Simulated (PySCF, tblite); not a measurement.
**C₈H₁₅B: geometry, infrared bands and NMR shifts**

Wanted: the infrared bands and NMR shifts of C₈H₁₅B (`C=C1C[C@@H](C)B[C@@H]1CC`), by calculation.

The runs use tblite 0.8.0 and PySCF 2.14.0, with density-fitted response routines of our own; the level of theory stands in each step. All values are computed, except where a source is named. Atoms are numbered from 0 throughout.

## 1. The starting structure

24 atoms, charge 0, multiplicity 1; geometry from: force field or distance geometry start.

Bonds of the start (Å): C0–C1 1.34, C1–C2 1.52, C2–C3 1.55, C3–C4 1.52, C3–B5 1.58, B5–C6 1.58, C6–C7 1.54, C7–C8 1.52, C6–C1 1.50, C0–H9 1.08, C0–H10 1.10, C2–H11 1.11, C2–H12 1.10, C3–H13 1.12, C4–H14 1.10, C4–H15 1.11, C4–H16 1.12, B5–H17 1.18, C6–H18 1.10, C7–H19 1.11, C7–H20 1.12, C8–H21 1.12, C8–H22 1.12, C8–H23 1.11.

## 2. Relaxing the molecule with GFN2-xTB

The job: settings as JSON, then the geometry in Å.

```
{"job": {"kind": "relax", "xc": "GFN2-xTB", "basis": "xTB"}, "charge": 0, "multiplicity": 1}
C     -0.434900    -2.428000    -0.502800
C      0.030800    -1.245100    -0.083200
C      1.392600    -1.143800     0.590900
C      1.661500     0.364200     0.797900
C      2.926300     0.824800     0.090300
B      0.371500     1.087500     0.236000
C     -0.693300     0.049300    -0.283700
C     -1.996100     0.103100     0.539900
C     -2.815300     1.353200     0.241900
H      0.119000    -3.340500    -0.349700
H     -1.403700    -2.485100    -1.012000
H      1.357600    -1.675700     1.565100
H      2.149900    -1.613900    -0.048400
H      1.756300     0.577200     1.889500
H      3.807700     0.294700     0.486000
H      3.080300     1.915600     0.260500
H      2.857900     0.636800    -1.006900
H      0.222900     2.254000     0.242700
H     -0.888400     0.209900    -1.356900
H     -1.781600     0.046400     1.632500
H     -2.635800    -0.773100     0.281000
H     -3.781800     1.314600     0.797500
H     -2.266400     2.273800     0.576800
H     -3.048700     1.420000    -0.846100
```

Started as:

```bash
$ OMP_NUM_THREADS=1 python probes_run.py task.json out
```

This one command runs all jobs of the session in turn.

**Question.** This job is followed by: GFN2-xTB harmonic vibrations, gas phase; GIAO PBE0/pcSseg-1 NMR shielding, non-relativistic, gas phase. Predict these results of the whole session: strongest single infrared mode (GFN2-xTB); zero-point energy (GFN2-xTB); 13C shifts against TMS (PBE0/pcSseg-1); 1H shifts against TMS (PBE0/pcSseg-1, means over atoms taken as alike); 11B shifts against BF3·OEt2 (PBE0/pcSseg-1); surface potential, 1st and 99th percentile.

As calculated:

```
                                                              quantity                                                                 value
                             strongest single infrared mode (GFN2-xTB)                                                 2670 cm⁻¹, 137 km/mol
                                          zero-point energy (GFN2-xTB)                                                        131.6 kcal/mol
                                13C shifts against TMS (PBE0/pcSseg-1)                  170.2, 113.7, 54.5, 45.5, 37.2, 32.0, 18.2, 13.6 ppm
1H shifts against TMS (PBE0/pcSseg-1, means over atoms taken as alike)  8.17, 5.34, 5.23, 3.09, 2.50, 2.17, 2.06, 1.65, 1.62, 1.19, 0.87 ppm
                           11B shifts against BF3·OEt2 (PBE0/pcSseg-1)                                                              95.3 ppm
                                 surface potential, 1st and 99th percentile                                                    -0.73 V and 1.01 V
```

**Reading.** The optimisation took 163 steps and gained 0.260 eV; among the close pairs (by a distance rule), C8–H22 changed most, from 1.123 to 1.087 Å. No mode is imaginary among the 66: a minimum at this level. The strongest single mode, at 2670 cm⁻¹, moves mainly H17. GFN2-xTB is a fitted tight-binding method: band positions and strengths are rough. Its intensities can rank the bands wrongly. At PBE0/pcSseg-1: The widest tensor belongs to C1: span 225 ppm, with a paramagnetic part of -247 ppm. At PBE0/pcSseg-1, counted by nearest atom on the grid, the HOMO lies on C0 38 %; C1 29 %, the LUMO on B5 49 %; H17 13 %.
